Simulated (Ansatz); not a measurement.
**Cl2FH2NZr: small, medium and large basis sets**

The task here is to estimate one member of a computed series from the others.

Computed with Ansatz 0.2.0, Gaussian basis. Level: one geometry, several basis sets.

Plan: PBE0-D4/def2-SVP; ωB97M-V/def2-SVP; PBE0-D4/def2-QZVPP; ωB97M-V/def2-QZVPP; the functionals' def2-TZVPP values are taken from earlier runs.

**Structure used throughout**

An earlier PBE0-D4 in a triple-zeta def2 set relaxation fixed the geometry. Zr takes the def2 core potential; no spin-orbit term is included.

SMILES `[NH2][Zr]([F])([Cl])[Cl]`, 7 atoms, charge 0, spin multiplicity 1.

Atoms are counted from 1 here; the program's logs count them from 0.

Bond lengths: N1–Zr2 1.998 Å, N1–H6 1.012 Å, N1–H7 1.012 Å, Zr2–F3 1.889 Å, Zr2–Cl4 2.350 Å, Zr2–Cl5 2.350 Å. Angles: Zr2–N1–H6 125.7°, Zr2–N1–H7 125.1°, H6–N1–H7 109.2°, N1–Zr2–F3 106.2°, N1–Zr2–Cl4 108.6°, N1–Zr2–Cl5 108.6°, F3–Zr2–Cl4 112.3°, F3–Zr2–Cl5 112.3°, Cl4–Zr2–Cl5 108.6°.

The first run:

in.yaml

```yaml
crystal:
  periodic: [false, false, false]
  atoms:
    - {symbol: N, position_ang: [-0.173544, 1.252215, -0.045023]}
    - {symbol: Zr, position_ang: [0.001715, -0.737375, -0.014155]}
    - {symbol: F, position_ang: [-1.625411, -1.420312, -0.687280]}
    - {symbol: Cl, position_ang: [0.409946, -1.418836, 2.197226]}
    - {symbol: Cl, position_ang: [1.843158, -1.347415, -1.340110]}
    - {symbol: H, position_ang: [0.532576, 1.912205, 0.254624]}
    - {symbol: H, position_ang: [-0.988439, 1.759519, -0.365272]}
basis:
  gaussian: {orbitals: def2-SVP}
hamiltonian: {xc: pbe0, dispersion: d4}
output: {orbitals: {seedname: orbitals}}
```

Steps of the session up to this table: PBE0-D4 in def2-SVP; ωB97M-V in def2-SVP; PBE0-D4 in def2-QZVPP; ωB97M-V in def2-QZVPP.

One table of the session follows, with a row left open; its other results are not shown here.

It belongs to the step «Density functionals: the series». 

| functional | basis | HOMO (eV) | LUMO (eV) |
| --- | --- | --- | --- |
| PBE0-D4 | def2-SVP | -8.27 | -1.72 |
| PBE0-D4 | def2-TZVPP | -8.36 | -1.81 |
| PBE0-D4 | def2-QZVPP | -8.38 | -1.82 |
| ωB97M-V | def2-SVP | -10.53 | 0.49 |
| ωB97M-V | def2-TZVPP | -10.64 | 0.35 |
| ωB97M-V | def2-QZVPP | ? | ? |

Estimate the missing values for ωB97M-V, def2-QZVPP.

**Answer.** HOMO (eV): -10.67; LUMO (eV): 0.28. In the column «HOMO (eV)» it is the lowest.
